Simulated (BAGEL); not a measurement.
# A workflow on C2H7NSi (SMILES C=C[SiH2]N)

Wanted: the energy (HF/def2-SVP), then a single-point energy (NEVPT2(2,2)/def2-SVP) of C2H7NSi. 

Program for the calculation: BAGEL 1.2.2.

1 further run of the same task is left out (set aside as unsound or not needed).

**1. The system as given**

The species is C2H7NSi (11 atoms), meant as a singlet with charge 0. SMILES: `C=C[SiH2]N`. The C2–Si3 distance was set to 2.983 Å, away from the relaxed value. At this shape a bond of the SMILES string is far longer than usual.

Bond lengths: C1–C2 1.330 Å, Si3–N4 1.715 Å, C1–H5 1.087 Å, C1–H6 1.087 Å, C2–H7 1.091 Å, Si3–H8 1.488 Å, Si3–H9 1.488 Å, N4–H10 1.006 Å, N4–H11 1.006 Å. Angles: C1–C2–H7 118.1°, C2–C1–H5 122.6°, C2–C1–H6 121.2°, Si3–N4–H10 121.5°, Si3–N4–H11 121.5°, N4–Si3–H8 107.9°, N4–Si3–H9 108.0°, H5–C1–H6 116.2°, H10–N4–H11 111.8°, H8–Si3–H9 109.2°. A long bond or contact: C2–Si3 2.983 Å.

**2. The energy at HF/def2-SVP (density fitting with svp-jkfit) (run 1)**

Input file job.json:

```json
{ "bagel" : [

{
  "title" : "molecule",
  "basis" : "svp",
  "df_basis" : "svp-jkfit",
  "geometry" : [
    { "atom" : "C", "xyz" : [    -1.85274607,     4.40097561,    -2.57666992 ] },
    { "atom" : "C", "xyz" : [    -0.40634970,     4.15833478,    -0.53557673 ] },
    { "atom" : "Si", "xyz" : [     1.12722163,    -0.83998326,     1.57338597 ] },
    { "atom" : "N", "xyz" : [     0.00548021,    -3.40849901,    -0.05404617 ] },
    { "atom" : "H", "xyz" : [    -2.40265638,     6.22947461,    -3.33199345 ] },
    { "atom" : "H", "xyz" : [    -2.55326755,     2.75426827,    -3.58597264 ] },
    { "atom" : "H", "xyz" : [     0.24314917,     5.87439507,     0.40267229 ] },
    { "atom" : "H", "xyz" : [     0.18802775,    -1.01402704,     4.21900255 ] },
    { "atom" : "H", "xyz" : [     3.93667746,    -0.97642149,     1.57981104 ] },
    { "atom" : "H", "xyz" : [     0.76515011,    -3.94196870,    -1.71265879 ] },
    { "atom" : "H", "xyz" : [    -1.80242078,    -3.97239329,     0.10639158 ] }
  ]
},

{ "title" : "hf" },

{ "title" : "print", "file" : "orbitals.molden", "orbitals" : true }

]}
```

Launch:

```sh
$ BAGEL_NUM_THREADS=1 BAGEL job.json > job.out
```

Output:

```text
* using 1 threads per process

  ===============================================================
  ===============================================================

  *** Geometry ***

  { "atom" : "C", "xyz" : [     -1.852746,      4.400976,     -2.576670 ] },
  { "atom" : "C", "xyz" : [     -0.406350,      4.158335,     -0.535577 ] },
  { "atom" : "Si", "xyz" : [      1.127222,     -0.839983,      1.573386 ] },
  { "atom" : "N", "xyz" : [      0.005480,     -3.408499,     -0.054046 ] },
  { "atom" : "H", "xyz" : [     -2.402656,      6.229475,     -3.331993 ] },
  { "atom" : "H", "xyz" : [     -2.553268,      2.754268,     -3.585973 ] },
  { "atom" : "H", "xyz" : [      0.243149,      5.874395,      0.402672 ] },
  { "atom" : "H", "xyz" : [      0.188028,     -1.014027,      4.219003 ] },
  { "atom" : "H", "xyz" : [      3.936677,     -0.976421,      1.579811 ] },
  { "atom" : "H", "xyz" : [      0.765150,     -3.941969,     -1.712659 ] },
  { "atom" : "H", "xyz" : [     -1.802421,     -3.972393,      0.106392 ] },

  Number of auxiliary basis functions:      481

  Since a DF basis is specified, we compute 2- and 3-index integrals:
    o Being stored without compression. Storage requirement is 0.035 GB

  Number of basis functions:       95
  Number of electrons      :       40

    * METHOD: MOLECULE                             0.26

  *** RHF ***

  === Nuclear Repulsion ===
   137.9553983963

      * DIIS with orbital gradients will be used.

  === RHF iteration (svp) ===
      0       -422.63157551          0.01802826           0.09
      1       -422.80876102          0.01052958           0.09
      2       -422.87402522          0.00148771           0.09
      3       -422.87658367          0.00058568           0.09
      4       -422.87686314          0.00017269           0.08
      5       -422.87693007          0.00007976           0.09
      6       -422.87694006          0.00003192           0.08
      7       -422.87694210          0.00001056           0.08
      8       -422.87694227          0.00000339           0.08
      9       -422.87694229          0.00000141           0.08
     10       -422.87694229          0.00000063           0.08
     11       -422.87694229          0.00000028           0.08
     12       -422.87694229          0.00000010           0.09
     13       -422.87694229          0.00000004           0.08
     14       -422.87694229          0.00000002           0.09
     15       -422.87694229          0.00000001           0.08
    * SCF iteration converged.

    * Permanent dipole moment:
           (    0.003365,     1.069248,     0.018320) a.u.

    * METHOD: HF                                   1.58

    * METHOD: PRINT                                0.02

  ===============================================================
```

It took 2 s on 1 thread of Arm Neoverse V1, shared host; peak memory 0.14 GiB.

**3. The energy at NEVPT2(2,2)/def2-SVP (density fitting with svp-jkfit) (run 2)**

Input file input.json:

```json
{ "bagel" : [

{
  "title" : "molecule",
  "basis" : "svp",
  "df_basis" : "svp-jkfit",
  "angstrom" : false,
  "geometry" : [
    { "atom" : "C", "xyz" : [    -1.85274607,     4.40097561,    -2.57666992 ] },
    { "atom" : "C", "xyz" : [    -0.40634970,     4.15833478,    -0.53557673 ] },
    { "atom" : "Si", "xyz" : [     1.12722163,    -0.83998326,     1.57338597 ] },
    { "atom" : "N", "xyz" : [     0.00548021,    -3.40849901,    -0.05404617 ] },
    { "atom" : "H", "xyz" : [    -2.40265638,     6.22947461,    -3.33199345 ] },
    { "atom" : "H", "xyz" : [    -2.55326755,     2.75426827,    -3.58597264 ] },
    { "atom" : "H", "xyz" : [     0.24314917,     5.87439507,     0.40267229 ] },
    { "atom" : "H", "xyz" : [     0.18802775,    -1.01402704,     4.21900255 ] },
    { "atom" : "H", "xyz" : [     3.93667746,    -0.97642149,     1.57981104 ] },
    { "atom" : "H", "xyz" : [     0.76515011,    -3.94196870,    -1.71265879 ] },
    { "atom" : "H", "xyz" : [    -1.80242078,    -3.97239329,     0.10639158 ] }
  ]
},

{
  "title" : "hf"
},

{
  "title" : "casscf",
  "nstate" : 1,
  "nact" : 2,
  "nclosed" : 19,
  "active" : [20, 21],
  "maxiter" : 200,
  "natocc" : true
},

{
  "title" : "nevpt2",
  "nstate" : 1,
  "nact" : 2,
  "nclosed" : 19,
  "active" : [20, 21],
  "maxiter" : 200,
  "natocc" : true,
  "ncore" : 8
},

{
  "title" : "print",
  "file" : "orbitals.molden",
  "orbitals" : true
}

]}
```

Launch:

```sh
$ BAGEL_NUM_THREADS=1 BAGEL input.json > input.out
```

Output:

```text
* using 1 threads per process

  ===============================================================
  ===============================================================

  *** Geometry ***

  { "atom" : "C", "xyz" : [     -1.852746,      4.400976,     -2.576670 ] },
  { "atom" : "C", "xyz" : [     -0.406350,      4.158335,     -0.535577 ] },
  { "atom" : "Si", "xyz" : [      1.127222,     -0.839983,      1.573386 ] },
[... 7 lines of this table left out ...]
  { "atom" : "H", "xyz" : [     -1.802421,     -3.972393,      0.106392 ] },

  Number of auxiliary basis functions:      481

  Since a DF basis is specified, we compute 2- and 3-index integrals:
    o Being stored without compression. Storage requirement is 0.035 GB

  Number of basis functions:       95
  Number of electrons      :       40

    * METHOD: MOLECULE                             0.26

  *** RHF ***

[... 11 lines left out ...]
    * SCF iteration converged.
[... 1 line left out ...]
    * Permanent dipole moment:
[... 27 lines left out ...]
    * Second-order optimization converged. *

     guess   0:   closed 1.                   open ..

  === FCI iteration ===

      0  0      -422.87314455     7.13e-02      0.00
      1  0      -422.91658276     9.64e-03      0.00
      2  0 *    -422.91759248     4.33e-16      0.00

     * ci vector, state   0, <S^2> = 0.0000
       2.     0.9544076644
       .2    -0.2985062985

    * METHOD: CASSCF                               6.57

    * freezing 8 orbitals

  === DF-NEVPT2 calculation ===

    * 3-index integral transformation done
    * assembly done

      NEVPT2 correlation energy:   -0.5136792831      0.26

          (+0)     -0.4372945968
          (+0)'    -0.0182677159
          (+1)     -0.0171554981
          (+1)'    -0.0000000000
          (+2)     -0.0004991225
          (-1)     -0.0379941847
          (-1)'     0.0000000000
          (-2)     -0.0024681650

      NEVPT2 total energy:       -423.4312717647

    * METHOD: NEVPT2                               0.43

    * METHOD: PRINT                                0.02

  ===============================================================
```

Run time: 9 s. Hardware: 1 thread of Arm Neoverse V1, shared host; peak memory 0.14 GiB.

**4. Outcome**

| quantity | value |
| --- | --- |
| run 1, HF/def2-SVP: total energy | -422.87694 Eh |
| run 1, HF/def2-SVP: dipole moment | 2.72 D |
| run 1, HF/def2-SVP: HOMO energy | -8.26 eV |
| run 1, HF/def2-SVP: LUMO energy | 1.96 eV |
| run 1, HF/def2-SVP: HOMO–LUMO gap | 10.23 eV |
| run 2, NEVPT2(2,2)/def2-SVP: total energy | -423.43127 Eh |

One bond (run 1, HF/def2-SVP) is far stretched, which a spin-restricted single reference describes badly; a broken-symmetry solution may lie lower.
